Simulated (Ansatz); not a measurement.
# AlAsH₈N₂: search for a transition state

Aim: find the saddle point of a four-centre ligand exchange that is to form Al1–As6, H2–H5 and break Al1–H2, H5–As6, prove it by its vibrations, and relax downhill on both sides to see what it joins.

Program: Ansatz 0.2.0, Gaussian basis. Level of theory: PBE0-D4, def2-SVP first, then def2-TZVP. These are calculated values, not measurements.

152 further runs of the same task are left out: 152 set aside as unsound or not needed. Runs told in other sessions of the task aren't counted.

### 1 The starting structure

The guess: 12 atoms, charge 0, spin multiplicity 1.

Atoms are counted from 1 here; the program's logs count them from 0.

Bond lengths: Al1–H2 1.782 Å, Al1–N3 1.785 Å, Al1–N4 1.787 Å, Al1–As6 2.425 Å, N3–H7 1.011 Å, N3–H8 1.012 Å, N4–H9 1.013 Å, N4–H10 1.012 Å, As6–H11 1.539 Å, As6–H12 1.504 Å. Angles: H2–Al1–N3 106.3°, H2–Al1–N4 109.2°, H2–Al1–As6 72.4°, N3–Al1–N4 122.8°, N3–Al1–As6 113.2°, N4–Al1–As6 119.5°, Al1–N3–H7 125.4°, Al1–N3–H8 127.1°, H7–N3–H8 107.5°, Al1–N4–H9 128.9°, Al1–N4–H10 123.7°, H9–N4–H10 107.4°, Al1–As6–H11 143.1°, Al1–As6–H12 81.8°, H11–As6–H12 90.0°.

Geometry (Å):

```
atom    x (Å)    y (Å)    z (Å)
 Al1  -0.1886   0.2548   0.2503
  H2  -0.5651   0.5332  -1.4694
  N3   0.3461   1.8264   0.9059
  N4  -1.5012  -0.7062   0.9897
  H5   0.2979   0.0996  -2.0966
 As6   1.5154  -0.8616  -1.0647
  H7  -0.1702   2.3910   1.5665
  H8   1.1851   2.3369   0.6599
  H9  -1.8034  -1.6464   0.7663
 H10  -2.1152  -0.3547   1.7129
 H11   2.5706  -1.9807  -1.0177
 H12   0.4286  -1.8923  -1.2030
```

Distances that are to change: Al1–As6 2.42 Å, H2–H5 1.15 Å, Al1–H2 1.78 Å, H5–As6 1.86 Å.

### 2 Relaxing the guess with the reacting distances held

hold/in.yaml reads:

```yaml
crystal:
  periodic: [false, false, false]
  atoms:
    - {symbol: Al, position_ang: [-0.188600, 0.254800, 0.250300]}
    - {symbol: H, position_ang: [-0.565100, 0.533200, -1.469400]}
    - {symbol: N, position_ang: [0.346100, 1.826400, 0.905900]}
    - {symbol: N, position_ang: [-1.501200, -0.706200, 0.989700]}
    - {symbol: H, position_ang: [0.297900, 0.099600, -2.096600]}
    - {symbol: As, position_ang: [1.515400, -0.861600, -1.064700]}
    - {symbol: H, position_ang: [-0.170200, 2.391000, 1.566500]}
    - {symbol: H, position_ang: [1.185100, 2.336900, 0.659900]}
    - {symbol: H, position_ang: [-1.803400, -1.646400, 0.766300]}
    - {symbol: H, position_ang: [-2.115200, -0.354700, 1.712900]}
    - {symbol: H, position_ang: [2.570600, -1.980700, -1.017700]}
    - {symbol: H, position_ang: [0.428600, -1.892300, -1.203000]}
basis:
  gaussian: {orbitals: def2-SVP}
hamiltonian: {xc: pbe0, dispersion: d4}
relax: {f_tol: 0.04, max_steps: 150, escape_saddle: false, constraints: [{distance: [0, 5]}, {distance: [1, 4]}, {distance: [0, 1]}, {distance: [4, 5]}]}
```

Launch:

```console
$ ansatz run in.yaml --threads 8 --pin off --events-out ev --progress --plain --max-ram 19148MiB
```

Further steps of the session: A starting Hessian; Saddle search in the small basis; Saddle search in triple zeta; Vibrations at the point found; Relaxing after a step of 0.30 Å one way along the mode; Relaxing after a step of 0.30 Å the other way along the mode.

What does the calculation give? Wanted: imaginary mode; barrier from the start side; barrier from the end side; energy of the step; pairs that change; zero-point energy at the saddle.

**Answer**, as computed:

| quantity | value |
| --- | --- |
| imaginary mode | 980i cm⁻¹ |
| barrier from the start side | 95.5 kJ/mol |
| barrier from the end side | 131.0 kJ/mol |
| energy of the step | -35.4 kJ/mol |
| pairs that change | Al1–As6 formed, H2–H5 formed, Al1–H2 broken, H5–As6 broken |
| zero-point energy at the saddle | 2.166 eV |

One imaginary mode, 980i cm⁻¹, makes this a first-order saddle. Going downhill both ways gives the intended start and end. At PBE0-D4/def2-TZVP the electronic barrier is 95.5 kJ/mol, about 39 kT at 298 K, and the step runs 35.4 kJ/mol downhill. The ends are the nearest minima, not always the lowest complexes.
